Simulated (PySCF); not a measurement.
**C₃H₉FSSi₂: electronic excitations**

Wanted: the electronic excitations of C₃H₉FSSi₂ (`C=C[Si@@](C)(F)S[SiH3]`), by calculation.

Programs: PySCF 2.14.0, with density-fitted response routines of our own. Each step states its level of theory. These are calculated values for one molecule in the gas phase, unless marked as measured. Atoms are numbered from 0 throughout.

## (1) Starting geometry

16 atoms, charge 0, multiplicity 1; geometry from: GFN2-xTB.

Bonds of the start (Å): C0–C1 1.32, C1–Si2 1.88, Si2–C3 1.89, Si2–F4 1.63, Si2–S5 2.15, S5–Si6 2.15, C0–H7 1.08, C0–H8 1.08, C1–H9 1.08, C3–H10 1.09, C3–H11 1.08, C3–H12 1.09, Si6–H13 1.46, Si6–H14 1.46, Si6–H15 1.45.

## (2) Ultraviolet spectrum: CAM-B3LYP/def2-SVPD

The job: settings as JSON, then the geometry in Å.

```
{"job": {"kind": "uv", "xc": "CAM-B3LYP", "basis": "def2-SVPD", "nstates": 8, "ntriplets": 3}, "charge": 0, "multiplicity": 1}
C     -1.371830    -1.797412     0.215345
C     -1.287871    -0.573650     0.714640
Si    -0.260188     0.815610    -0.027242
C     -1.191439     2.028941    -1.134078
F      0.306007     1.643521     1.253614
S      1.440080     0.061714    -1.112685
Si     2.612465    -0.864966     0.428537
H     -1.973941    -2.568944     0.669554
H     -0.833190    -2.079904    -0.675268
H     -1.845737    -0.337294     1.612430
H     -2.053136     2.438592    -0.616218
H     -1.540519     1.546520    -2.040817
H     -0.549330     2.855344    -1.424448
H      3.002134     0.144579     1.401764
H      1.801193    -1.908826     1.045721
H      3.737701    -1.394882    -0.322261
```

With the program's defaults for keys left out, this is: TDDFT CAM-B3LYP/def2-SVPD, vertical, gas phase, core orbitals frozen in the response.

The run is started by

```sh
OMP_NUM_THREADS=1 python probes_run.py task.json out
```

This one command runs all jobs of the session in turn.

Predict these results of the whole session: lowest singlet (CAM-B3LYP/def2-SVPD); brightest single state of those computed; lowest triplet.

**Answer**, as computed:

| quantity | value |
| --- | --- |
| lowest singlet (CAM-B3LYP/def2-SVPD) | 6.06 eV (205 nm), f = 0.002 |
| brightest single state of those computed | state 5, 7.03 eV, f = 0.179 |
| lowest triplet | 4.28 eV |

The lowest singlet, at 6.06 eV, is HOMO→LUMO 0.86 and is weak; of the 8 states computed, the strongest absorption comes from state 5 at 7.03 eV. The lowest triplet lies 1.78 eV below the lowest singlet (triplets in Tamm-Dancoff, singlets in full TDDFT).
